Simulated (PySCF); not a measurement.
# Solver options tried on LiSe⁻

The same problem is solved with other solver options, one edit a run.

Method: method and basis as typed in the scripts; program: PySCF 2.14.0.

1 further run of the same task is left out (it didn't finish).

**1. Starting geometry**

LiSe⁻: 2 atoms, charge -1, spin multiplicity 1.

Bond lengths: Li1–Se2 2.325 Å.

**2. The run that the others are compared with**

File input.py:

```python
from pyscf import gto, scf

mol = gto.M(
    atom='Li 0 0 0; Se 0 0 2.325',
    basis='sbkjc',
    ecp={'Li': 'sbkjc', 'Se': 'sbkjc'},
    charge=-1,
    spin=0,
    verbose=3,
)
mf = scf.RHF(mol)
mf = mf.density_fit(auxbasis='def2-universal-jkfit')
mf.kernel()
mf.mulliken_pop()
mf.dip_moment()
print('orbital energies (hartree):', mf.mo_energy[..., max(0, mol.nelec[1]-3):mol.nelec[0]+3].round(4))
```

Run with:

```sh
OMP_NUM_THREADS=1 python input.py
```

The log of this run is left out.

In short: E(SCF) = -9.391140 Eh.

The bond length is a typed value, not an optimised one. The dipole of an ion depends on the origin.

**3. Initial guess chk**

Edit 1 changes initial guess: minao → chk.

File input.py:

```python
from pyscf import gto, scf

mol = gto.M(
    atom='Li 0 0 0; Se 0 0 2.325',
    basis='sbkjc',
    ecp={'Li': 'sbkjc', 'Se': 'sbkjc'},
    charge=-1,
    spin=0,
    verbose=3,
)
mf = scf.RHF(mol)
mf = mf.density_fit(auxbasis='def2-universal-jkfit')
mf.init_guess = 'chk'
mf.kernel()
mf.mulliken_pop()
mf.dip_moment()
print('orbital energies (hartree):', mf.mo_energy[..., max(0, mol.nelec[1]-3):mol.nelec[0]+3].round(4))
```

Run with:

```sh
OMP_NUM_THREADS=1 python input.py
```

**4. Convergence threshold 1e-11 hartree**

Edit 2 changes convergence threshold: default → 1e-11 hartree.

Changes to input.py since step 2:

```diff
@@ -12,2 +12,3 @@
 mf = mf.density_fit(auxbasis='def2-universal-jkfit')
+mf.conv_tol = 1e-11
 mf.kernel()
```

**5. Convergence threshold 0.001 hartree**

Edit 3 changes convergence threshold: default → 0.001 hartree.

Changes to input.py since step 2:

```diff
@@ -12,2 +12,3 @@
 mf = mf.density_fit(auxbasis='def2-universal-jkfit')
+mf.conv_tol = 0.001
 mf.kernel()
```

**6. Second-order solver on**

Edit 4 changes second-order solver: off → on.

Changes to input.py since step 2:

```diff
@@ -12,2 +12,3 @@
 mf = mf.density_fit(auxbasis='def2-universal-jkfit')
+mf = mf.newton()
 mf.kernel()
```

**7. DIIS space 2**

Edit 5 changes DIIS space: default → 2.

Changes to input.py since step 2:

```diff
@@ -12,2 +12,3 @@
 mf = mf.density_fit(auxbasis='def2-universal-jkfit')
+mf.diis_space = 2
 mf.kernel()
```

**Question.** What will these runs give? Wanted: for each run, E(SCF); from base.

The runs gave:

| run | E(SCF) (hartree) | from base (eV) |
| --- | --- | --- |
| base | -9.391140 | 0 |
| initial guess chk | -9.391140 | 0.0000 |
| convergence threshold 1e-11 hartree | -9.391140 | 0.0000 |
| convergence threshold 0.001 hartree | -9.390930 | not comparable |
| second-order solver on | -9.391140 | 0.0000 |
| DIIS space 2 | -9.391140 | 0.0000 |

**Reading.** With initial guess chk or convergence threshold 1e-11 hartree or second-order solver on or DIIS space 2 the SCF ends at the base energy. PySCF falls back to minao for a guess that it doesn't know or can't read, so that run repeats the base. Rows marked «poor choice» come from settings spoiled on purpose.
